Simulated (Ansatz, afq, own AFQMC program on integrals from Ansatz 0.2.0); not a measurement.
# H₃ (doublet): AFQMC on the coupled-cluster ladder at distance H1–H2 along a hydrogen transfer = 0.858 Å, cc-pVTZ

An exercise on one series of results from a longer session: the logs are not shown, and one member is left open.

Program: Ansatz 0.2.0, Gaussian basis, and an in-house AFQMC program (afq) on its integrals; all values are calculated. Level of theory: cc-pVTZ, frozen cores. These are calculated values, not measurements.

Plan: Full CI; PBE (unrestricted); r2SCAN (unrestricted); PBE0 (unrestricted); B3LYP (unrestricted); wB97M-V (unrestricted); B2PLYP (unrestricted); CCSD(T) on UHF; Full CI; CCSD(T) on UHF; CCSD(T) on UHF; Phaseless AFQMC, CISD trial on UHF.

## The geometry

The geometry derives from fragments relaxed apart (PBE0/def2-TZVP) and kept rigid, so it is no stationary point. A hydrogen atom is moved between rigid fragments.

3 atoms, charge 0, spin multiplicity 2.

Atoms are counted from 1 here; the program's logs count them from 0.

No contacts short enough for the rule that draws bonds.

As a file:

```xyz
3

H     0.0000    0.0000   -0.9147
H     0.0000    0.0000   -0.0567
H     0.0000    0.0000    0.9713
```

The first run:

File in.yaml:

```yaml
crystal:
  periodic: [false, false, false]
  atoms:
    - {symbol: H, position_ang: [0.000000, 0.000000, -0.914667]}
    - {symbol: H, position_ang: [0.000000, 0.000000, -0.056667]}
    - {symbol: H, position_ang: [0.000000, 0.000000, 0.971333]}
basis:
  gaussian: {orbitals: cc-pVTZ}
magnetization: {spin_polarized: false, initial_magnetization: 1}
correlation: {method: fci, electrons: outside_noble_gas}
```

Run with:

```bash
ansatz run in.yaml --threads 1 --pin off --events-out ev --progress --plain --max-ram 24576MiB --backend cuda --devices 0, --max-vram 18GiB
```

Steps of the session up to this table: Full CI; PBE (unrestricted); r2SCAN (unrestricted); PBE0 (unrestricted); B3LYP (unrestricted); wB97M-V (unrestricted); B2PLYP (unrestricted); CCSD(T) on UHF; Phaseless AFQMC, CISD trial on UHF.

One of the session's tables, all rows but one given; the rest of the session is left out.

It belongs to the step «AFQMC on the ladder». On the UHF determinant, counted from full CI (exact for this spin and basis):

```
                                                level  from full CI (kcal/mol)
                                                   HF                        ?
                                                  MP2                    +7.83
                                                 CCSD                    +0.34
                                              CCSD(T)                    +0.07
                                              full CI                     0.00
Phaseless AFQMC, CISD trial, step 0.005, 4000 walkers                    +0.02
```

Estimate the missing values for HF.

The run gave: from full CI (kcal/mol): +31.75. In the column «from full CI (kcal/mol)» it is the highest.
